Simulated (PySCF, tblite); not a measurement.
# C7H10OP2: geometry, infrared bands and NMR shifts

Wanted: the infrared bands and NMR shifts of C7H10OP2 (`CCc1cc(OC)pcp1`), by calculation.

Computed with tblite 0.8.0 and PySCF 2.14.0, with density-fitted response routines of our own, on a single molecule in the gas phase. Atoms are numbered from 0 throughout.

### Step 1. The starting structure

20 atoms, charge 0, multiplicity 1; geometry from: force field or distance geometry start.

Bonds of the start (Å): C0–C1 1.53, C1–C2 1.53, C2–C3 1.42, C3–C4 1.43, C4–O5 1.40, O5–C6 1.43, C4–P7 1.85, P7–C8 1.82, C8–P9 1.84, P9–C2 1.86, C0–H10 1.09, C0–H11 1.10, C0–H12 1.11, C1–H13 1.09, C1–H14 1.08, C3–H15 1.09, C6–H16 1.09, C6–H17 1.10, C6–H18 1.10, C8–H19 1.09.

### Step 2. Geometry optimisation with GFN2-xTB

Job settings and geometry (Å):

```
{"job": {"kind": "relax", "xc": "GFN2-xTB", "basis": "xTB"}, "charge": 0, "multiplicity": 1}
C     -3.026600    -1.028100     0.292700
C     -2.467600     0.175300    -0.463900
C     -1.099000     0.575300     0.077400
C      0.053800    -0.137400    -0.333200
C      1.426100    -0.009200     0.039000
O      2.222900    -0.955800    -0.607200
C      3.622800    -0.878900    -0.334800
P      1.995000     1.218000     1.298700
C      0.684800     2.446300     0.979000
P     -1.039900     1.931500     1.349300
H     -2.385900    -1.902400     0.204200
H     -4.018700    -1.295300    -0.113800
H     -3.166400    -0.804700     1.369200
H     -3.161100     1.009500    -0.391200
H     -2.380100    -0.058800    -1.519500
H     -0.137700    -0.945900    -1.038600
H      4.039500     0.087800    -0.629700
H      4.115500    -1.658500    -0.930200
H      3.832200    -1.096900     0.726800
H      0.885300     3.338900     0.395400
```

Command:

```sh
OMP_NUM_THREADS=1 python probes_run.py task.json out
```

The driver reads the jobs from task.json and runs them one after another.

**Question.** This job is followed by: GFN2-xTB harmonic vibrations, gas phase; GIAO PBE0/pcSseg-1 NMR shielding, non-relativistic, gas phase. What will the session give for the following? strongest single infrared mode (GFN2-xTB); zero-point energy (GFN2-xTB); ¹³C shifts against TMS (PBE0/pcSseg-1); ¹H shifts against TMS (PBE0/pcSseg-1, means over atoms taken as alike); ¹⁷O shifts against H2O (PBE0/pcSseg-1); ³¹P shifts against H3PO4 (PBE0/pcSseg-1).

**Answer**, as computed:

| quantity | value |
| --- | --- |
| strongest single infrared mode (GFN2-xTB) | 1199 cm⁻¹, 234 km/mol |
| zero-point energy (GFN2-xTB) | 95.9 kcal/mol |
| ¹³C shifts against TMS (PBE0/pcSseg-1) | 205.1, 194.5, 188.1, 130.6, 60.0, 39.7, 25.6 ppm |
| ¹H shifts against TMS (PBE0/pcSseg-1, means over atoms taken as alike) | 10.71, 8.00, 4.27, 3.15, 1.32 ppm |
| ¹⁷O shifts against H2O (PBE0/pcSseg-1) | 167.2 ppm |
| ³¹P shifts against H3PO4 (PBE0/pcSseg-1) | 228.2, 176.5 ppm |

**Reading.** Over 107 steps the energy fell by 2.662 eV; of the close pairs, C8–P9 changed most, 1.838 to 1.722 Å. No mode is imaginary among the 54: a minimum at this level. The strongest single mode, at 1199 cm⁻¹, is spread over several atoms, C4, O5, C2 among them. Unscaled tight-binding wavenumbers are off by several per cent, some by more. Its intensities can rank the bands wrongly. NICS(1)zz of -24 ppm above the planar ring from C2 marks a diatropic (aromatic) ring current.
